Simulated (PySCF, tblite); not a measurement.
**C₂H₁₂FPSi₄: geometry, infrared bands and NMR shifts**

What infrared bands and NMR shifts should C₂H₁₂FPSi₄ (`F[Si@@H]1[C@@H](C[SiH3])[SiH2]P1[SiH3]`) show?

Programs: tblite 0.8.0 and PySCF 2.14.0, with density-fitted response routines of our own. Each step states its level of theory. These are calculated values for one molecule in the gas phase, unless marked as measured. Atoms are numbered from 0 throughout.

**1. Starting geometry**

20 atoms, charge 0, multiplicity 1; geometry from: force field or distance geometry start.

Bonds of the start (Å): F0–Si1 1.58, Si1–C2 1.91, C2–C3 1.53, C3–Si4 1.88, C2–Si5 1.91, Si5–P6 2.18, P6–Si7 2.19, P6–Si1 2.18, Si1–H8 1.48, C2–H9 1.10, C3–H10 1.10, C3–H11 1.11, Si4–H12 1.48, Si4–H13 1.49, Si4–H14 1.48, Si5–H15 1.48, Si5–H16 1.49, Si7–H17 1.47, Si7–H18 1.48, Si7–H19 1.48.

**2. Optimising the geometry with GFN2-xTB**

The job: settings as JSON, then the geometry in Å.

```
{"job": {"kind": "relax", "xc": "GFN2-xTB", "basis": "xTB"}, "charge": 0, "multiplicity": 1}
F     -0.118700     0.252400    -2.770400
Si     0.020800    -0.807000    -1.606000
C     -0.188600     0.023600     0.104400
C     -1.524700    -0.186100     0.828600
Si    -3.007800     0.778600     0.200100
Si     1.267500    -1.011800     0.774500
P      2.092900    -1.352100    -1.219300
Si     2.989100     0.624100    -1.525600
H     -0.849800    -1.991800    -1.775900
H      0.078800     1.085300     0.079000
H     -1.406300     0.102500     1.885300
H     -1.807200    -1.258600     0.850400
H     -3.304100     0.352400    -1.186700
H     -2.686700     2.228900     0.207900
H     -4.190100     0.521700     1.052700
H      0.799400    -2.287300     1.373200
H      2.168300    -0.247200     1.680300
H      4.296200     0.631000    -0.844900
H      3.203000     0.832200    -2.973900
H      2.162700     1.720000    -0.969600
```

Launch:

```sh
$ OMP_NUM_THREADS=1 python probes_run.py task.json out
```

The driver reads the jobs from task.json and runs them one after another.

**Question.** This job is followed by: GFN2-xTB harmonic vibrations, gas phase; GIAO PBE0/pcSseg-1 NMR shielding, non-relativistic, gas phase. Predict these results of the whole session: strongest single infrared mode (GFN2-xTB); zero-point energy (GFN2-xTB); ¹³C shifts against TMS (PBE0/pcSseg-1); ¹H shifts against TMS (PBE0/pcSseg-1, means over atoms taken as alike); ¹⁹F shifts against CFCl3 (PBE0/pcSseg-1); ²⁹Si shifts against TMS (PBE0/pcSseg-1); ³¹P shifts against H3PO4 (PBE0/pcSseg-1); surface potential, 1st and 99th percentile.

The runs gave:

| quantity | value |
| --- | --- |
| strongest single infrared mode (GFN2-xTB) | 2256 cm⁻¹, 555 km/mol |
| zero-point energy (GFN2-xTB) | 76.5 kcal/mol |
| ¹³C shifts against TMS (PBE0/pcSseg-1) | 31.7, 10.7 ppm |
| ¹H shifts against TMS (PBE0/pcSseg-1, means over atoms taken as alike) | 5.88, 4.83, 4.40, 4.36, 3.84, 2.05, 1.11, 0.99 ppm |
| ¹⁹F shifts against CFCl3 (PBE0/pcSseg-1) | -173.2 ppm |
| ²⁹Si shifts against TMS (PBE0/pcSseg-1) | 35.3, -43.6, -72.4, -83.6 ppm |
| ³¹P shifts against H3PO4 (PBE0/pcSseg-1) | -300.0 ppm |
| surface potential, 1st and 99th percentile | -0.99 V and 1.32 V |

In words: Over 119 steps the energy fell by 0.326 eV; of the close pairs, Si5–P6 changed most, 2.185 to 2.256 Å. No mode is imaginary among the 54: a minimum at this level. Unscaled tight-binding wavenumbers are off by several per cent, some by more. Its intensities can rank the bands wrongly. At PBE0/pcSseg-1: The largest span, 270 ppm, is at P6, where the paramagnetic term is -354 ppm. At PBE0/pcSseg-1, counted by nearest atom on the grid, the HOMO lies on P6 61 %; C2 8 %, the LUMO on Si1 16 %; P6 15 %.
